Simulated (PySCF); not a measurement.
# CH9ClGe2Si: magnetic properties

One table from this session's results is given with a row withheld; the runs are named, their logs left out.

Programs: PySCF 2.14.0, with routines of our own; each step states its level. All values are computed. Atoms count from 0.

## The starting structure

14 atoms, charge 0, multiplicity 1; geometry from: GFN2-xTB.

The first run:

The job: settings as JSON, then the geometry in Å.

```
{"job": {"xc": "PBE0", "basis": "def2-SVP", "d3": "d3bj", "grid": 1, "kind": "geom"}, "charge": 0, "multiplicity": 1}
C     -1.926800     1.119620     0.221898
Ge    -1.352876    -0.784893     0.233449
Cl    -1.630109    -1.455279    -1.766723
Si     0.856849    -1.187595     0.987127
Ge     2.310887     0.431574     0.132552
H     -1.922037     1.535760     1.225448
H     -2.930421     1.218025    -0.184000
H     -1.253767     1.711824    -0.394992
H     -2.423524    -1.563187     1.020710
H      0.854502    -1.129386     2.452233
H      1.305150    -2.527078     0.600964
H      2.452747     0.450453    -1.358662
H      1.935431     1.847615     0.460932
H      3.723290     0.332074     0.626921
```

Launch:

```
OMP_NUM_THREADS=1 python excited_run.py task.json out
```

The driver reads the jobs from task.json and runs them one after another.

Steps of the session up to this table: Geometry optimisation at PBE0-D3(BJ)/def2-SVP; Magnetic properties: GIAO B97-D/pcSseg-1; Magnetic properties: GIAO PBE/pcSseg-1; Magnetic properties: GIAO HSE06/pcSseg-1; Magnetic properties: GIAO OLYP/pcSseg-1; Magnetic properties: GIAO KT1/pcSseg-1; Magnetic properties: GIAO CAM-B3LYP/pcSseg-1.

One table of the session follows, with a row left open; its other results are not shown here.

It belongs to the step «Magnetic properties side by side». 

```
                  level  gap (eV)
    GIAO B97-D/pcSseg-1      5.44
      GIAO PBE/pcSseg-1      5.38
    GIAO HSE06/pcSseg-1      6.56
     GIAO OLYP/pcSseg-1      5.51
      GIAO KT1/pcSseg-1      5.29
GIAO CAM-B3LYP/pcSseg-1         ?
```

**Question.** Estimate the row for GIAO CAM-B3LYP/pcSseg-1.

The run gave: gap (eV): 9.62. In the column «gap (eV)» it is the highest.

Caveats from the session: Vibrational averaging and real surroundings are missing from these values.
